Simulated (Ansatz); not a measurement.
# TlNiS2: the cost of one run

Method: DFT PBE+U (U = 4 eV, J = 0.9 eV on Ni d), plane waves, PAW, no spin–orbit coupling unless a run says so, in Ansatz 0.2.0.

### Step 1. Starting point

The structure is trigonal, space group R-3m (No. 166). Conventional cell: a = 3.775 Å, b = 3.775 Å, c = 20.555 Å, α = 90.00°, β = 90.00°, γ = 120.00°. Tl (site symmetry -3m) has 6 S at 3.00 Å in its first shell of neighbours. Around Ni (site symmetry -3m) lie 6 S at 2.57 Å. Around S (site symmetry 3m) lie 3 Ni at 2.57 Å and 3 Tl at 3.00 Å.

As a file:

```cif
data_structure
_symmetry_space_group_name_H-M 'R-3m:H'
_symmetry_Int_Tables_number 166
_cell_length_a 3.7746
_cell_length_b 3.7746
_cell_length_c 20.5547
_cell_angle_alpha 90.000
_cell_angle_beta 90.000
_cell_angle_gamma 120.000
_cell_volume 253.62
loop_
_atom_site_label
_atom_site_type_symbol
_atom_site_symmetry_multiplicity
_atom_site_Wyckoff_symbol
_atom_site_fract_x
_atom_site_fract_y
_atom_site_fract_z
_atom_site_occupancy
Tl1 Tl 3 b 0.33333 0.66667 0.16667 1
Ni1 Ni 3 a 0.00000 0.00000 0.00000 1
S1 S 6 c 0.00000 0.00000 0.26670 1
```

Magnetic order typed: ferromagnetic.

### Step 2. From atoms, symmetry kept, no search

input.yaml reads:

```yaml
crystal:
  lattice:
    - [1.88728415, 1.08962401, 6.85156163]
    - [-1.88728415, 1.08962401, 6.85156163]
    - [0.0, -2.17924802, 6.85156163]
  atoms:
    - { symbol: Tl, position: [0.5, 0.5, 0.5] }
    - { symbol: Ni, position: [0.0, 0.0, 0.0], spin: 3.0 }
    - { symbol: S, position: [0.2667, 0.2667, 0.2667] }
    - { symbol: S, position: [0.7333, 0.7333, 0.7333] }
basis:
  ecutwfc: 420
  ecutrho_ratio: 4
kpoints:
  mp_grid: { grid: [6, 6, 6] }
hamiltonian:
  xc: pbe
  hubbard: { sites: [{ site: 1, l: d, u: 4.0, j: 0.9 }] }
scf:
  occupations: { method: gaussian, width: 0.05 }
  lower_state_search: "off"
  max_iter: 150
output:
  forces: true
  stress: true
  eigenvalues: true
  populations: true
  hubbard: { sites: [{ site: 1, l: d }] }
magnetization:
  spin_polarized: true
```

Run with:

```console
$ ansatz run input.yaml --threads 2 --pin off --max-ram 3072MiB --backend cpu --events-out ev --progress --plain --runs-dir out
```

**Question.** How long does this run take on 2 threads of Intel Xeon Platinum 8488C (Sapphire Rapids), shared host, and how much memory does it need?

About 6.4 s, with a peak of 0.57 GiB.
